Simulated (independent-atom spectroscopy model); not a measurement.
# Characterising Ag8S on paper

What would one expect for Ag8S? Wanted: its electron mean free paths, its photoelectron survey, its attenuation of X-rays and its X-ray refractive index.

The COD entry's cell or inner coordinates are ideal or old and differ from later refinements, so a difference from it is no clean test against experiment.

Program: independent-atom spectroscopy model, version 2. Model: independent atoms, textbook formulas over atomic cross sections; no chemical shifts or fine structure; level and line energies, yields and scattering factors come from tables. All values are calculated, but those marked as tabulated.

### Step 1. What is given

```
formula          : Ag8S
density          : 9.049 g/cm³ (from a measured cell)
molar mass       : 895.01 g/mol
atoms per volume : 54.8 per nm³
```

| element | atoms (%) | mass (%) |
| --- | --- | --- |
| Ag | 88.9 | 96.4 |
| S | 11.1 | 3.6 |

### Step 2. Electron mean free paths

Model: electron mean free paths: inelastic by TPP-2M with the stated gap parameter, elastic and transport from Dirac partial-wave cross sections of free atoms, attenuation length as the inelastic path times 1 - 0.738 albedo.

The inputs of this calculation:

```json
{
  "elements": ["Ag", "S"],
  "counts": [8, 1],
  "density": 9.049,
  "electron_energy": [100.0, 200.0, 306.0, 338.0, 1200.0, 3000.0, 5000.0, 10000.0],
  "valence_electrons": 94,
  "tpp_gap_parameter": 0.0
}
```

Units: density in g/cm³, electron_energy in eV, tpp_gap_parameter in eV.

### Step 3. Core-level photoelectron peaks

Model: photoelectron survey: area = atoms x Dirac-Hartree-Slater cross section x dipole angular factor (unpolarised) x TPP-2M path with the stated gap; tabulated elemental binding energies, no chemical shifts, flat transmission; full shells over 14 eV, above 150 eV kinetic energy and 1 percent.

The inputs of this calculation:

```json
{
  "elements": ["Ag", "S"],
  "counts": [8, 1],
  "density": 9.049,
  "photon_energy": 1486.7,
  "source_analyser_angle": 45,
  "valence_electrons": 94,
  "tpp_gap_parameter": 0.0
}
```

Units: density in g/cm³, photon_energy in eV, source_analyser_angle in degrees, tpp_gap_parameter in eV.

### Step 4. How far X-rays get

Model: mass attenuation by the mixture rule over the Elam, Ravel and Sieber tables (photoabsorption, coherent and incoherent scattering); narrow-beam half-value layer.

The inputs of this calculation:

```json
{
  "elements": ["Ag", "S"],
  "counts": [8, 1],
  "density": 9.049,
  "photon_energy": [7.91, 8.048, 10, 30, 40, 50, 76.9, 150, 200, 739.0]
}
```

Units: density in g/cm³, photon_energy in keV.

### Step 5. δ and β against photon energy

Model: refractive index n = 1 - delta + i beta from Henke atomic scattering factors, independent atoms (rough under about 100 eV); 1/e length of the intensity, critical angle sqrt(2 delta) where beta is under 0.3 delta.

The inputs of this calculation:

```json
{
  "elements": ["Ag", "S"],
  "counts": [8, 1],
  "density": 9.049,
  "photon_energy": [392.4, 524.9, 929.7, 6010.0, 6930.3, 7610.0, 8660.0, 12398.4, 17479.3, 28000.0]
}
```

Units: density in g/cm³, photon_energy in eV.

What does the calculation give? Wanted: free-electron plasmon energy; strongest photoelectron peak.

As calculated:

| quantity | value |
| --- | --- |
| inelastic path at 1200 eV | 1.81 nm |
| attenuation length there | 1.44 nm |
| free-electron plasmon energy | 28.1 eV |
| strongest photoelectron peak | Ag 3d5/2, 368.3 eV |
| half-value layer at 7.910 and 739.0 keV | 0.00351 and 10.8 mm |
| δ, β at 28000 eV | 2.04e-06, 1.32e-07 |
| 1/e length at 28000 eV | 26.7 μm |
| critical angle there | 0.116° |

**Reading.** At 1200 eV, 95 % of a signal at normal exit comes from the top 4.3 nm (three attenuation lengths). Above that the inelastic path grows about as energy to the power 0.81. With the gap parameter at zero the paths are too short if the compound is an insulator. In the survey the strongest is Ag 3d5/2 at 368.3 eV; Ag gives 99 % of the summed signal with 89 % of the atoms. Compton scattering overtakes photoabsorption between 200.0 and 739.0 keV. β rises between 392.4 and 524.9 eV, so an absorption edge lies between them. These are estimates from free-atom data; close to edges a real sample differs.
